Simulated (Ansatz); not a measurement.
# CH₃F₃MoO₂: how energies converge with the basis set

The task here is to estimate one member of a computed series from the others.

Method: one geometry, several basis sets; program: Ansatz 0.2.0, Gaussian basis.

The runs, in order: PBE0-D4/def2-SVP; ωB97M-V/def2-SVP; PBE0-D4/def2-QZVPP; ωB97M-V/def2-QZVPP; the functionals' def2-TZVPP values are taken from earlier runs.

## The geometry

The geometry comes from an earlier relaxation with PBE0-D4 in a triple-zeta def2 set; it is a stationary point, not always the lowest conformer. Mo takes the def2 core potential; no spin-orbit term is included.

SMILES `C[O][Mo](=[O])([F])([F])[F]`, 10 atoms, charge 0, spin multiplicity 1.

Atoms are counted from 1 here; the program's logs count them from 0.

Bond lengths: C1–O2 1.402 Å, C1–H8 1.095 Å, C1–H9 1.091 Å, C1–H10 1.094 Å, O2–Mo3 1.829 Å, Mo3–O4 1.647 Å, Mo3–F5 1.846 Å, Mo3–F6 1.850 Å, Mo3–F7 1.861 Å. Angles: O2–C1–H8 109.2°, O2–C1–H9 108.6°, O2–C1–H10 110.2°, H8–C1–H9 109.7°, H8–C1–H10 109.6°, H9–C1–H10 109.6°, C1–O2–Mo3 136.7°, O2–Mo3–O4 103.3°, O2–Mo3–F5 151.5°, O2–Mo3–F6 89.8°, O2–Mo3–F7 85.6°, O4–Mo3–F5 105.0°, O4–Mo3–F6 107.3°, O4–Mo3–F7 108.2°, F5–Mo3–F6 84.7°, F5–Mo3–F7 82.8°, F6–Mo3–F7 144.2°.

As a file:

| atom | x (Å) | y (Å) | z (Å) |
| --- | --- | --- | --- |
| C1 | 0.5772 | -1.5920 | 0.1910 |
| O2 | -0.4483 | -0.6503 | 0.0260 |
| Mo3 | -0.5702 | 1.1654 | -0.1569 |
| O4 | -2.0606 | 1.3811 | -0.8232 |
| F5 | 0.1593 | 2.8585 | -0.0624 |
| F6 | -0.7568 | 1.3307 | 1.6760 |
| F7 | 0.6617 | 0.9665 | -1.5373 |
| H8 | 1.3582 | -1.4085 | -0.5543 |
| H9 | 0.1592 | -2.5894 | 0.0488 |
| H10 | 1.0032 | -1.5133 | 1.1953 |

Set-up of the first run:

in.yaml reads:

```yaml
crystal:
  periodic: [false, false, false]
  atoms:
    - {symbol: C, position_ang: [0.577157, -1.591993, 0.191011]}
    - {symbol: O, position_ang: [-0.448278, -0.650345, 0.025976]}
    - {symbol: Mo, position_ang: [-0.570214, 1.165413, -0.156870]}
    - {symbol: O, position_ang: [-2.060642, 1.381095, -0.823215]}
    - {symbol: F, position_ang: [0.159339, 2.858517, -0.062443]}
    - {symbol: F, position_ang: [-0.756786, 1.330739, 1.675971]}
    - {symbol: F, position_ang: [0.661749, 0.966498, -1.537329]}
    - {symbol: H, position_ang: [1.358189, -1.408524, -0.554281]}
    - {symbol: H, position_ang: [0.159241, -2.589427, 0.048830]}
    - {symbol: H, position_ang: [1.003246, -1.513273, 1.195347]}
basis:
  gaussian: {orbitals: def2-SVP}
hamiltonian: {xc: pbe0, dispersion: d4}
output: {orbitals: {seedname: orbitals}}
```

Launch:

```console
$ ansatz run in.yaml --threads 4 --pin off --events-out ev --progress --plain --max-ram 11315MiB
```

Among the steps run: PBE0-D4 in def2-SVP; ωB97M-V in def2-SVP; PBE0-D4 in def2-QZVPP; ωB97M-V in def2-QZVPP.

One table of the session follows, with a row left open; its other results are not shown here.

It belongs to the step «Functionals by basis». 

| functional | basis | HOMO (eV) | LUMO (eV) |
| --- | --- | --- | --- |
| PBE0-D4 | def2-SVP | ? | ? |
| PBE0-D4 | def2-TZVPP | -9.82 | -3.94 |
| PBE0-D4 | def2-QZVPP | -9.82 | -3.92 |
| ωB97M-V | def2-SVP | -12.16 | -1.86 |
| ωB97M-V | def2-TZVPP | -12.15 | -1.76 |
| ωB97M-V | def2-QZVPP | -12.15 | -1.76 |

Estimate the missing values for PBE0-D4, def2-SVP.

As computed: HOMO (eV): -9.85; LUMO (eV): -4.03. In the column «HOMO (eV)» it lies between ωB97M-V, def2-QZVPP (-12.15) and PBE0-D4, def2-TZVPP (-9.82).
